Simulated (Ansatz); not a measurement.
# H₃OSeTe+: single points off equilibrium

How do the functionals fare away from a minimum? The structure is a structure displaced at random from a GFN2-xTB minimum.

Method: single points in def2-TZVPP; program: Ansatz 0.2.0, Gaussian basis.

Correlated methods freeze the cores. Filled d shells of the heavier atoms are correlated. Core potentials replace the inner electrons past krypton, and spin-orbit coupling is left out.

## 1. The system as given

6 atoms, charge 1, spin multiplicity 1.

Atoms are counted from 1 here; the program's logs count them from 0.

Bond lengths: O1–H4 1.110 Å, O1–H5 0.883 Å, Se2–Te3 2.223 Å, Te3–H6 1.616 Å. Angles: H4–O1–H5 111.2°, Se2–Te3–H6 103.3°.

As a file:

| atom | x (Å) | y (Å) | z (Å) |
| --- | --- | --- | --- |
| O1 | -1.0769 | 0.7952 | -0.8621 |
| Se2 | -0.2672 | -1.1160 | 0.6846 |
| Te3 | 1.9498 | -1.1614 | 0.5235 |
| H4 | -1.7564 | 0.4000 | -1.6452 |
| H5 | -1.5029 | 1.3420 | -0.3158 |
| H6 | 2.4254 | -0.1010 | 1.6459 |

## 2. CCSD(T)/def2-TZVPP

Input file run/in.yaml:

```yaml
crystal:
  periodic: [false, false, false]
  atoms:
    - {symbol: O, position_ang: [-1.076900, 0.795200, -0.862100]}
    - {symbol: Se, position_ang: [-0.267200, -1.116000, 0.684600]}
    - {symbol: Te, position_ang: [1.949800, -1.161400, 0.523500]}
    - {symbol: H, position_ang: [-1.756400, 0.400000, -1.645200]}
    - {symbol: H, position_ang: [-1.502900, 1.342000, -0.315800]}
    - {symbol: H, position_ang: [2.425400, -0.101000, 1.645900]}
basis:
  gaussian: {orbitals: def2-TZVPP}
total_charge: 1
correlation: {method: ccsd_t}
output: {forces: true}
```

No record of the launch command was kept for these runs.

## 3. PBE0-D4/def2-TZVPP

run/in.yaml, as its differences from that of step 2:

```diff
@@ -12,3 +12,3 @@
 total_charge: 1
-correlation: {method: ccsd_t}
-output: {forces: true}
+hamiltonian: {xc: pbe0, dispersion: d4}
+output: {forces: true, orbitals: {seedname: orbitals}}
```

## 4. wB97M-V/def2-TZVPP

run/in.yaml, as its differences from that of step 3:

```diff
@@ -12,3 +12,3 @@
 total_charge: 1
-hamiltonian: {xc: pbe0, dispersion: d4}
-output: {forces: true, orbitals: {seedname: orbitals}}
+hamiltonian: {xc: {name: wB97M-V}}
+output: {forces: true}
```

## 5. r2SCAN-D4/def2-TZVPP

run/in.yaml, as its differences from that of step 4:

```diff
@@ -12,3 +12,3 @@
 total_charge: 1
-hamiltonian: {xc: {name: wB97M-V}}
+hamiltonian: {xc: r2scan, dispersion: d4}
 output: {forces: true}
```

## 6. PBE-D4/def2-TZVPP

run/in.yaml, as its differences from that of step 5:

```diff
@@ -12,3 +12,3 @@
 total_charge: 1
-hamiltonian: {xc: r2scan, dispersion: d4}
+hamiltonian: {xc: pbe, dispersion: d4}
 output: {forces: true}
```

## 7. B97M-V/def2-TZVPP

run/in.yaml, as its differences from that of step 6:

```diff
@@ -12,3 +12,3 @@
 total_charge: 1
-hamiltonian: {xc: pbe, dispersion: d4}
+hamiltonian: {xc: {name: B97M-V}}
 output: {forces: true}
```

## 8. CAM-B3LYP-D4/def2-TZVPP

run/in.yaml, as its differences from that of step 7:

```diff
@@ -12,3 +12,3 @@
 total_charge: 1
-hamiltonian: {xc: {name: B97M-V}}
+hamiltonian: {xc: {name: CAM-B3LYP}, dispersion: d4}
 output: {forces: true}
```

(Steps that only read results are left out.)

Before running it: what results should come out? Wanted: energy less free atoms, CCSD(T)/def2-TZVPP; RMS force component; RMS force error; HOMO and LUMO, PBE0-D4; T1 diagnostic.

As calculated:

```
                                  quantity                                                                                               value
energy less free atoms, CCSD(T)/def2-TZVPP                                                                                           -6.617 eV
                       RMS force component                                                                2.832 to 2.991 eV/Å over the methods
                           RMS force error  PBE0-D4 0.146, wB97M-V 0.196, r2SCAN-D4 0.130, PBE-D4 0.302, B97M-V 0.135, CAM-B3LYP-D4 0.156 eV/Å
                    HOMO and LUMO, PBE0-D4                                                                                 -12.51 and -9.34 eV
                             T1 diagnostic                                                                                               0.014
```

**Reading.** Against CCSD(T) the functionals' energies less atoms differ by -1.235 to -0.232 eV, PBE-D4 by -1.235 eV. CCSD(T) in triple zeta still lacks some correlation energy of the bonds, so part of these gaps is its own basis error and they don't rank the functionals. The forces of r2SCAN-D4 come nearest to CCSD(T), those of PBE-D4 are farthest. Frozen-core CCSD(T) forces in triple zeta carry basis errors of their own, and this is one geometry, so small gaps rank nothing. The restricted Hartree–Fock reference is unstable towards an unrestricted one at one or more of these structures.
